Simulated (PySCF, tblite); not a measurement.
# C4H9AsBN: geometry, infrared bands and NMR shifts

What infrared bands and NMR shifts should C4H9AsBN (`C=C[B@H-]([AsH2])[N+]#CC`) show?

The runs use tblite 0.8.0 and PySCF 2.14.0, with density-fitted response routines of our own; the level of theory stands in each step. All values are computed, except where a source is named. Atoms count from 0, in the outputs and in this text.

### Step 1. Starting geometry

16 atoms, charge 0, multiplicity 1; geometry from: force field or distance geometry start.

Bonds of the start (Å): C0–C1 1.33, C1–B2 1.57, B2–As3 2.07, B2–N4 1.48, N4–C5 1.15, C5–C6 1.47, C0–H7 1.08, C0–H8 1.09, C1–H9 1.09, B2–H10 1.19, As3–H11 1.55, As3–H12 1.57, C6–H13 1.11, C6–H14 1.12, C6–H15 1.09.

### Step 2. Optimising the geometry with GFN2-xTB

Job settings and geometry (Å):

```
{"job": {"kind": "relax", "xc": "GFN2-xTB", "basis": "xTB"}, "charge": 0, "multiplicity": 1}
C     -2.388600    -1.337700     1.186800
C     -1.140700    -1.073600     0.822600
B     -0.732500     0.252300     0.081200
As    -1.584400     0.288800    -1.803800
N      0.735900     0.338800    -0.044400
C      1.882900     0.406500    -0.156100
C      3.343100     0.494300    -0.286100
H     -2.629100    -2.249700     1.716600
H     -3.194800    -0.640900     0.964900
H     -0.363100    -1.795000     1.089400
H     -1.133500     1.194300     0.697500
H     -1.005200     1.696600    -2.100900
H     -2.925700     0.888100    -1.245600
H      3.806500    -0.441300     0.103800
H      3.712400     1.367500     0.301500
H      3.609300     0.619900    -1.338700
```

Run with:

```sh
$ OMP_NUM_THREADS=1 python probes_run.py task.json out
```

One launch serves the whole session: the jobs run in the order shown.

**Question.** This job is followed by: GFN2-xTB harmonic vibrations, gas phase; GIAO PBE0/pcSseg-1 NMR shielding, non-relativistic, gas phase. Predict these results of the whole session: strongest single infrared mode (GFN2-xTB); zero-point energy (GFN2-xTB); 13C shifts against TMS (PBE0/pcSseg-1); 1H shifts against TMS (PBE0/pcSseg-1, means over atoms taken as alike); 11B shifts against BF3·OEt2 (PBE0/pcSseg-1); 75As shifts against AsH3 (PBE0/pcSseg-1); 15N shifts against NH3 (PBE0/pcSseg-1); surface potential, 1st and 99th percentile.

As calculated:

| quantity | value |
| --- | --- |
| strongest single infrared mode (GFN2-xTB) | 1806 cm⁻¹, 905 km/mol |
| zero-point energy (GFN2-xTB) | 71.6 kcal/mol |
| 13C shifts against TMS (PBE0/pcSseg-1) | 153.4, 129.8, 122.4, 3.2 ppm |
| 1H shifts against TMS (PBE0/pcSseg-1, means over atoms taken as alike) | 6.33, 5.62, 5.53, 3.33, 2.57, 2.18 ppm |
| 11B shifts against BF3·OEt2 (PBE0/pcSseg-1) | -31.4 ppm |
| 75As shifts against AsH3 (PBE0/pcSseg-1) | 197 ppm |
| 15N shifts against NH3 (PBE0/pcSseg-1) | 232.1 ppm |
| surface potential, 1st and 99th percentile | -1.32 V and 2.00 V |

What this shows: Relaxing lowered the energy by 0.196 eV in 97 steps; the close pair that moved most is B2–As3, from 2.069 to 2.145 Å. All 42 modes are real, so the xTB geometry is a minimum. The strongest single mode, at 1806 cm⁻¹, moves mainly H11. Unscaled tight-binding wavenumbers are off by several per cent, some by more. Its intensities can rank the bands wrongly. C1 (alkene CH) lies farthest downfield among carbon, at 153.4 ppm; the olefinic region. The most deshielded hydrogen is H9 (hydrogen on an alkene CH), at 6.33 ppm: a vinylic proton, deshielded by the sp2 carbon and the C=C anisotropy. At PBE0/pcSseg-1: Shielding is most anisotropic at N4 (span 466 ppm, paramagnetic term -295 ppm). By nearest atom (PBE0/pcSseg-1), the HOMO sits on As3 41 %; B2 14 % and the LUMO on C5 37 %; N4 27 %. Spin-orbit coupling is left out, which matters for shieldings and couplings at and beside the heavy atoms.
